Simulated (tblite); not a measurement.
# C2H3N3 (1H-1,2,4-triazole): GFN2-xTB

Aim: the electronic atomisation energy of C2H3N3 (1H-1,2,4-triazole) at GFN2-xTB, from 4 runs. 

Program for the calculation: tblite 0.8.0.

17 further runs of the same task are left out: 17 set aside as unsound or not needed.

**1. Starting point**

The species is C2H3N3 (8 atoms), meant as a singlet with charge 0. SMILES: `c1nc[nH]n1`. Geometry: optimised at GFN2-xTB.

Bond lengths: C1–N2 1.349 Å, N2–C3 1.308 Å, C3–N4 1.347 Å, C1–N5 1.311 Å, N4–N5 1.338 Å, C1–H6 1.070 Å, C3–H7 1.070 Å, N4–H8 1.008 Å. Some angles: C1–N2–C3 103.5°, N2–C1–N5 114.0°, N2–C3–N4 109.8°, C3–N4–N5 109.2°, C1–N5–N4 103.5°, N2–C1–H6 123.1°, N5–C1–H6 122.9°, N2–C3–H7 126.0°, N4–C3–H7 124.2°, C3–N4–H8 130.2°.

**2. Vibrational wavenumbers at GFN2-xTB**

Input file start.xyz:

```xyz
8

C     -0.533411     1.107315    -0.165398
N      0.756979     0.949599     0.196649
C      0.901510    -0.349019     0.256544
N     -0.261313    -0.951864    -0.058462
N     -1.181965    -0.019651    -0.329149
H     -0.987438     2.065709    -0.306420
H      1.799681    -0.870707     0.514764
H     -0.494042    -1.931383    -0.108538
```

Input file xtb_job.py:

```python
"""GFN2-xTB harmonic vibrations"""
import json
import numpy as np
from tblite.interface import Calculator
from tblite.interface import symbols_to_numbers
from ase.data import atomic_masses

symbols = list(map(str, np.loadtxt("start.xyz", skiprows=2, usecols=0, dtype=str, ndmin=1)))
numbers = np.array(symbols_to_numbers(symbols))
positions = np.loadtxt("start.xyz", skiprows=2, usecols=(1, 2, 3), ndmin=2) / 0.529177210903

calculator = Calculator("GFN2-xTB", numbers, positions, charge=0, uhf=0)
calculator.set("verbosity", 0)
calculator.set("accuracy", 0.01)
sp = calculator.singlepoint()
h = 0.005  # bohr
n = positions.size
H, D = np.zeros((n, n)), np.zeros((n, 3))
for a in range(n):
    g, d = [], []
    for sign in (1, -1):
        x = positions.ravel().copy()
        x[a] += sign * h
        calculator.update(x.reshape(-1, 3))
        y = calculator.singlepoint()
        g.append(y.get('gradient').ravel())
        d.append(y.get('dipole'))
    H[a], D[a] = (g[0] - g[1]) / (2 * h), (d[0] - d[1]) / (2 * h)
mass = np.repeat(atomic_masses[numbers], 3)
H = (H + H.T) / 2 / np.sqrt(np.outer(mass, mass))
# project out translations and rotations
com = positions - atomic_masses[numbers] @ positions / atomic_masses[numbers].sum()
T = [np.tile(v, len(numbers)) for v in np.eye(3)] + [np.cross(com, v).ravel() for v in np.eye(3)]
U, sv, _ = np.linalg.svd((np.array(T) * np.sqrt(mass)).T)
Q = U[:, (sv > 1e-3 * sv.max()).sum():]
w, V = np.linalg.eigh(Q.T @ H @ Q)
freq = np.sign(w) * np.sqrt(np.abs(w)) * 5140.487
inten = (((Q @ V).T / np.sqrt(mass)) @ D) ** 2
inten = inten.sum(axis=1) * 974.88
print(f"E = {sp.get('energy'):.8f} Eh, max gradient {np.abs(sp.get('gradient')).max():.2e} Eh/bohr")
print("mode   frequency/cm^-1   IR/(km/mol)")
for i, (v, s) in enumerate(zip(freq, inten), 1):
    print(f"{i:4d} {v:14.2f} {s:14.3f}")
zpe = freq[freq > 0].sum() / 2 / 219474.63
print(f"imaginary modes: {(freq < -10).sum()}, zero-point energy {zpe:.6f} Eh = {zpe * 2625.4996:.4f} kJ/mol")
out = {k: np.asarray(sp.get(k)).tolist() for k in ("energy", "gradient", "charges", "dipole", "orbital-energies", "orbital-occupations")}
out.update(symbols=symbols, positions=(positions * 0.529177210903).tolist(), frequencies=freq.tolist(), intensities=inten.tolist(), zpe=zpe)
json.dump(out, open("results.json", "w"))
```

Started as:

```sh
$ python xtb_job.py
```

The program printed:

```text
E = -14.56093649 Eh, max gradient 2.71e-05 Eh/bohr
mode   frequency/cm^-1   IR/(km/mol)
   1         603.27         30.407
   2         651.96         23.903
   3         674.11         48.287
   4         817.80          4.690
   5         865.37          0.151
   6         927.53          8.171
   7         938.25         15.899
   8        1058.90         44.634
   9        1095.30          6.825
  10        1137.69          6.549
  11        1193.08         18.327
  12        1314.84         29.843
  13        1352.71          7.134
  14        1384.53         20.135
  15        1513.87        104.541
  16        3185.08          8.547
  17        3199.87          9.071
  18        3447.74         14.931
imaginary modes: 0, zero-point energy 0.057779 Eh = 151.6977 kJ/mol
```

Wall time 0.22 s (1 thread of Arm Neoverse V2, shared host).

**3. The C atom: the energy at GFN2-xTB**

Input file geom.xyz:

```xyz
1

C      0.000000     0.000000     0.000000
```

Input file job.py:

```python
import json
import numpy as np
from tblite.interface import Calculator
from tblite.interface import symbols_to_numbers

symbols = list(map(str, np.loadtxt("geom.xyz", skiprows=2, usecols=0, dtype=str, ndmin=1)))
numbers = np.array(symbols_to_numbers(symbols))
positions = np.loadtxt("geom.xyz", skiprows=2, usecols=(1, 2, 3), ndmin=2) / 0.5291772

calc = Calculator("GFN2-xTB", numbers, positions, charge=0, uhf=2)
calc.set("accuracy", 0.1)
calc.add("spin-polarization", 1.0)
wfn = calc.singlepoint()

print(f"E(total): {wfn.get('energy'):.8f} Eh")
eps = np.atleast_2d(wfn.get("orbital-energies")) * 27.211386
occ = np.atleast_2d(wfn.get("orbital-occupations"))
filled = occ.sum(axis=0) if eps.shape[0] == 1 else occ[0]
homo = np.nonzero(filled > 0.5)[0].max()
print(f"HOMO {eps[0, homo]:.4f} eV")
if homo + 1 < eps.shape[1]:
    print(f"LUMO {eps[0, homo + 1]:.4f} eV, gap {eps[0, homo + 1] - eps[0, homo]:.4f} eV")
mu = wfn.get("dipole") * 2.541746
print(f"dipole: {np.linalg.norm(mu):.4f} D, components " + " ".join(f"{c:.4f}" for c in mu))
q = wfn.get("charges")
print("Charges:", " ".join(f"{s}{i + 1}={c:+.4f}" for i, (s, c) in enumerate(zip(symbols, q))))
out = {k: np.asarray(wfn.get(k)).tolist() for k in ("energy", "gradient", "charges", "dipole", "orbital-energies", "orbital-occupations")}
out.update(symbols=symbols, positions=(positions * 0.529177210903).tolist())
json.dump(out, open("results.json", "w"))
```

Run the same way, it converges to -1.83865 Eh (log not shown).

**4. The H atom: the energy at GFN2-xTB**

Input file job.py:

```python
"""GFN2-xTB single point"""
import json
import numpy as np
from tblite.interface import Calculator

symbols = ["H"]
numbers = np.array([1])
positions = np.array([  # bohr
    [0.000000, 0.000000, 0.000000],
])

calculator = Calculator("GFN2-xTB", numbers, positions, charge=0, uhf=1)
calculator.set("verbosity", 0)
calculator.set("accuracy", 0.1)
calculator.add("spin-polarization", 1.0)
result = calculator.singlepoint()

print(f"Total energy: {result.get('energy') * 627.5095:.8f} kcal/mol")
eps = np.atleast_2d(result.get("orbital-energies")) * 27.211386
occ = np.atleast_2d(result.get("orbital-occupations"))
filled = occ.sum(axis=0) if eps.shape[0] == 1 else occ[0]
homo = np.nonzero(filled > 0.5)[0].max()
print("  MO   occupation   energy/eV")
for i in range(max(0, homo - 4), min(eps.shape[1], homo + 5)):
    print(f"{i + 1:4d} {filled[i]:10.4f} {eps[0, i]:12.4f}")
mu = result.get("dipole") * 2.541746
print(f"|mu|: {np.linalg.norm(mu):.4f} D, components " + " ".join(f"{c:.4f}" for c in mu))
q = result.get("charges")
print("Charges:", " ".join(f"{s}{i + 1}={c:+.4f}" for i, (s, c) in enumerate(zip(symbols, q))))
out = {k: np.asarray(result.get(k)).tolist() for k in ("energy", "gradient", "charges", "dipole", "orbital-energies", "orbital-occupations")}
out.update(symbols=symbols, positions=(positions * 0.529177210903).tolist())
json.dump(out, open("results.json", "w"))
```

Run the same way, it converges to -0.42930 Eh (log not shown).

**5. The N atom: the energy at GFN2-xTB**

Input file script.py:

```python
"""GFN2-xTB single point with ASE"""
import json
import numpy as np
from ase import Atoms
from ase.units import Bohr
from tblite.ase import TBLite
from ase.units import kJ, mol as mol_
from ase.units import Debye

atoms = Atoms(["N"], positions=Bohr * np.array([
    [0.000000, 0.000000, 0.000000],
]))
start = atoms.get_positions()

atoms.calc = TBLite(
    method="GFN2-xTB",
    charge=0,
    multiplicity=4,
    accuracy=0.1,
    spin_polarization=1.0,
    verbosity=0,
)
print(f"Energy: {atoms.get_potential_energy() / (kJ / mol_):.6f} kJ/mol")
print(f"Dipole: {np.linalg.norm(atoms.get_dipole_moment()) / Debye:.4f} D")
print("Charges:", np.round(atoms.get_charges(), 4))
json.dump(dict(energy=atoms.get_potential_energy(), forces=atoms.get_forces().tolist(), dipole=atoms.get_dipole_moment().tolist(), charges=atoms.get_charges().tolist(),
               symbols=atoms.get_chemical_symbols(), start=start.tolist(), final=atoms.positions.tolist()), open("results.json", "w"))
```

Started as:

```sh
$ python script.py
```

The program printed:

```text
Energy: -7142.275740 kJ/mol
Dipole: 0.0000 D
Charges: [0.]
```

It took 0.14 s on 1 thread of Arm Neoverse V2, shared host.

**6. Summary of results**

Level: GFN2-xTB.

| quantity | value |
| --- | --- |
| molecule: total energy | -14.56094 Eh |
| molecule: dipole moment | 3.03 D |
| molecule: HOMO energy | -10.69 eV |
| molecule: LUMO energy | -6.42 eV |
| molecule: HOMO–LUMO gap | 4.27 eV |
| molecule: largest force on an atom | 0.002 eV/Å |
| molecule: lowest harmonic wavenumber | 603 cm⁻¹ |
| molecule: highest harmonic wavenumber | 3448 cm⁻¹ |
| molecule: zero-point energy | 151.7 kJ/mol |
| C atom: total energy | -1.83865 Eh |
| C atom: dipole moment | 0.00 D |
| C atom: HOMO energy (as the program lists it) | -14.11 eV |
| C atom: largest force on an atom | 0.000 eV/Å |
| H atom: total energy | -0.42930 Eh |
| H atom: dipole moment | 0.00 D |
| H atom: HOMO energy (as the program lists it) | -12.66 eV |
| H atom: largest force on an atom | 0.000 eV/Å |
| N atom: total energy | -2.72035 Eh |
| N atom: dipole moment | 0.00 D |
| N atom: largest force on an atom | 0.000 eV/Å |
| electronic atomisation energy | 39.040 eV |

Taking the molecule apart into free atoms costs 39.04 eV (900 kcal/mol), before zero-point energy and without spin-orbit coupling. Tight-binding and semi-empirical models aren't fitted to free atoms, so this value can be far from the true one. All 18 modes (molecule) are real, so the shape is a minimum at this level. Mulliken charges (molecule) run from -0.26 on N2 to +0.17 on H8.
